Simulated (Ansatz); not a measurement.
# Y5N: the cost of one run

Method: DFT PBE, scalar-relativistic, plane waves, PAW, in Ansatz 0.2.0.

1 further run of the same task is left out (it didn't finish).

## (1) The system as given

The structure is cubic, space group F-43m (No. 216). The conventional cell has a = 7.934 Å, b = 7.934 Å, c = 7.934 Å, α = 90.00°, β = 90.00°, γ = 90.00°. Y (site symmetry 3m) has 9 Y at 2.81 to 3.29 Å and 3 N at 3.29 Å in its first shell of neighbours. Y (site symmetry -43m) has 12 Y at 3.29 Å and 4 N at 3.44 Å in its first shell of neighbours. N (site symmetry -43m) has 16 Y at 3.29 to 3.44 Å in its first shell of neighbours.

Structure file:

```
CELL_PARAMETERS angstrom
0.00000 3.96723 3.96723
3.96723 0.00000 3.96723
3.96723 3.96723 0.00000
ATOMIC_POSITIONS crystal
Y 0.12500 0.62500 0.62500
Y 0.62500 0.62500 0.62500
Y 0.62500 0.12500 0.62500
Y 0.62500 0.62500 0.12500
Y 0.25000 0.25000 0.25000
N 0.00000 0.00000 0.00000
```

The cell is invented: species swapped into a database cell of DyCu5 (F-43m, No. 216), with N on the Dy sites and Y on the Cu sites. Lengths come from tabulated atomic sizes and are only a guess.

## (2) A first look at the guess

Contents of input.yaml:

```yaml
crystal:
  lattice:
    - [0.0, 3.96723195, 3.96723195]
    - [3.96723195, 0.0, 3.96723195]
    - [3.96723195, 3.96723195, 0.0]
  atoms:
    - { symbol: "Y", position: [0.125, 0.625, 0.625] }
    - { symbol: "Y", position: [0.625, 0.625, 0.625] }
    - { symbol: "Y", position: [0.625, 0.125, 0.625] }
    - { symbol: "Y", position: [0.625, 0.625, 0.125] }
    - { symbol: "Y", position: [0.25, 0.25, 0.25] }
    - { symbol: "N", position: [0.0, 0.0, 0.0] }
basis:
  ecutwfc: 420
kpoints:
  mp_grid: { grid: [4, 4, 4] }
hamiltonian:
  xc: pbe
scf:
  occupations: { method: gaussian, width: 0.1 }
  lower_state_search: "off"
output:
  forces: true
  stress: true
  eigenvalues: true
```

Launch:

```console
$ ansatz run input.yaml --threads 1 --pin off --max-ram 2560MiB --backend cpu --events-out ev --progress --plain --runs-dir out
```

**Question.** How long does this run take on 1 thread of AMD EPYC (Zen 3), shared host, and how much memory does it need?

About 6.7 s, with a peak of 0.35 GiB.
